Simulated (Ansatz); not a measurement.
# CH5AlO: the cost of one run

Computed with Ansatz 0.2.0, Gaussian basis. Level: PBE0-D4/def2-TZVP structures, single points in def2-TZVPP, no counterpoise correction.

Levels: SPW92, PBE-D4, BLYP-D4, r2SCAN-D4, B97M-V, PBE0-D4, B3LYP-D4, r2SCAN0-D4, BHLYP-D4, CAM-B3LYP-D4, wB97X-V, wB97M-V, B2PLYP, PBE-QIDH, RPA on PBE, Hartree-Fock, MP2, CCSD, CCSD(T).

Correlated methods freeze the cores. B3LYP uses VWN-RPA correlation. B2PLYP carries no dispersion term here.

94 further runs of the same task are left out: 94 set aside as unsound or not needed.

### 1 Starting geometry

The complex: 12 atoms, charge 0, spin multiplicity 1.

Atoms are counted from 1 here; the program's logs count them from 0.

Bond lengths: Al1–H2 1.607 Å, Al1–C3 1.967 Å, Al1–O4 1.741 Å, Al1–N6 2.047 Å, C3–H7 1.096 Å, C3–H8 1.096 Å, C3–H9 1.096 Å, O4–H10 0.954 Å, H5–N6 1.014 Å, N6–H11 1.014 Å, N6–H12 1.018 Å. Angles: H2–Al1–C3 118.0°, H2–Al1–O4 116.5°, H2–Al1–N6 102.8°, C3–Al1–O4 118.3°, C3–Al1–N6 104.2°, O4–Al1–N6 89.9°, Al1–C3–H7 112.2°, Al1–C3–H8 112.7°, Al1–C3–H9 111.3°, H7–C3–H8 107.6°, H7–C3–H9 106.2°, H8–C3–H9 106.5°, Al1–O4–H10 124.0°, Al1–N6–H5 113.4°, Al1–N6–H11 115.0°, Al1–N6–H12 101.9°, H5–N6–H11 108.6°, H5–N6–H12 108.6° and more.

Coordinates:

```
atom     x (Å)     y (Å)     z (Å)
 Al1  -0.10763  -0.68913   0.11808
  H2   0.79821  -2.00711   0.27148
  C3  -0.39636   0.02596  -1.69180
  O4  -1.36280  -0.46838   1.30414
  H5   1.88315   0.38790   1.43972
  N6   1.01811   0.74478   1.05018
  H7   0.53871   0.10756  -2.25829
  H8  -0.86839   1.01496  -1.68577
  H9  -1.05238  -0.62742  -2.27743
 H10  -2.08953  -1.07293   1.42991
 H11   1.22969   1.55865   0.48420
 H12   0.40922   1.02537   1.81558
```

Its parts: CH₅AlO holds atoms 1, 2, 3, 4, 7, 8, 9, 10; NH₃ holds atoms 5, 6, 11, 12. Each part counts its atoms afresh in its own runs.

### 2 Relaxing CH₅AlO alone

relax-a/in.yaml reads:

```yaml
crystal:
  periodic: [false, false, false]
  atoms:
    - {symbol: Al, position_ang: [-0.107629, -0.689134, 0.118084]}
    - {symbol: H, position_ang: [0.798214, -2.007105, 0.271477]}
    - {symbol: C, position_ang: [-0.396363, 0.025958, -1.691801]}
    - {symbol: O, position_ang: [-1.362804, -0.468384, 1.304137]}
    - {symbol: H, position_ang: [0.538709, 0.107562, -2.258289]}
    - {symbol: H, position_ang: [-0.868391, 1.014960, -1.685769]}
    - {symbol: H, position_ang: [-1.052378, -0.627419, -2.277433]}
    - {symbol: H, position_ang: [-2.089527, -1.072928, 1.429906]}
basis:
  gaussian: {orbitals: def2-TZVP}
hamiltonian: {xc: pbe0, dispersion: d4}
relax: {f_tol: 0.005, max_steps: 200}
```

The run is started by

```bash
$ ansatz run in.yaml --threads 4 --pin off --events-out ev --progress --plain --max-ram 9574MiB
```

**Question.** How long does this run take on 4 threads of AMD EPYC 9R45, shared host?

About 9 s.
